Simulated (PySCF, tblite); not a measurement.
# C₆H₆FNO: geometry, infrared bands and NMR shifts

Aim: predict the infrared bands and NMR shifts of C₆H₆FNO (`[H]/N=C\C=C(\C)C(F)=C=O`).

Computed with tblite 0.8.0 and PySCF 2.14.0, with density-fitted response routines of our own, on a single molecule in the gas phase. Atoms are numbered from 0 throughout.

## (1) The starting structure

15 atoms, charge 0, multiplicity 1; geometry from: force field or distance geometry start.

Bonds of the start (Å): C0–C1 1.49, C1–C2 1.34, C2–C3 1.45, C3–N4 1.29, C1–C5 1.47, C5–F6 1.37, C5–C7 1.31, C7–O8 1.25, C0–H9 1.10, C0–H10 1.13, C0–H11 1.12, C2–H12 1.08, C3–H13 1.10, N4–H14 1.06.

## (2) Relaxing the molecule with GFN2-xTB

What the job is given:

```
{"job": {"kind": "relax", "xc": "GFN2-xTB", "basis": "xTB"}, "charge": 0, "multiplicity": 1}
C     -1.358700    -0.765700    -1.347900
C     -0.319500    -0.346100    -0.362900
C      0.283700     0.837700    -0.493600
C      1.287100     1.193700     0.489000
N      1.935100     2.308500     0.483300
C      0.048400    -1.239800     0.743400
F      0.932100    -2.237300     0.422900
C     -0.416700    -1.082400     1.952700
O     -0.874300    -0.965000     3.112100
H     -1.106400    -0.359300    -2.339000
H     -1.280300    -1.888500    -1.362200
H     -2.376500    -0.435600    -1.028100
H      0.021100     1.522600    -1.287200
H      1.540200     0.493400     1.303900
H      1.680100     2.971700    -0.308400
```

Launch:

```console
> OMP_NUM_THREADS=1 python probes_run.py task.json out
```

The driver reads the jobs from task.json and runs them one after another.

**Question.** This job is followed by: GFN2-xTB harmonic vibrations, gas phase; GIAO PBE0/pcSseg-1 NMR shielding, non-relativistic, gas phase. Predict these results of the whole session: strongest single infrared mode (GFN2-xTB); zero-point energy (GFN2-xTB); 13C shifts against TMS (PBE0/pcSseg-1); 1H shifts against TMS (PBE0/pcSseg-1, means over atoms taken as alike); 15N shifts against NH3 (PBE0/pcSseg-1); 19F shifts against CFCl3 (PBE0/pcSseg-1); 17O shifts against H2O (PBE0/pcSseg-1).

As calculated:

| quantity | value |
| --- | --- |
| strongest single infrared mode (GFN2-xTB) | 2210 cm⁻¹, 1216 km/mol |
| zero-point energy (GFN2-xTB) | 66.3 kcal/mol |
| 13C shifts against TMS (PBE0/pcSseg-1) | 263.7, 165.3, 143.7, 134.2, 113.6, 22.5 ppm |
| 1H shifts against TMS (PBE0/pcSseg-1, means over atoms taken as alike) | 10.83, 8.04, 5.16, 2.24 ppm |
| 15N shifts against NH3 (PBE0/pcSseg-1) | 356.7 ppm |
| 19F shifts against CFCl3 (PBE0/pcSseg-1) | -339.7 ppm |
| 17O shifts against H2O (PBE0/pcSseg-1) | 608.7 ppm |

**Reading.** The optimisation took 123 steps and gained 0.892 eV; among the close pairs (by a distance rule), C7–O8 changed most, from 1.252 to 1.161 Å. All 39 modes are real, so the xTB geometry is a minimum. The strongest single mode, at 2210 cm⁻¹, moves mainly C7. Unscaled tight-binding wavenumbers are off by several per cent, some by more. Its intensities can rank the bands wrongly. At PBE0/pcSseg-1: The widest tensor belongs to O8: span 862 ppm, with a paramagnetic part of -673 ppm.
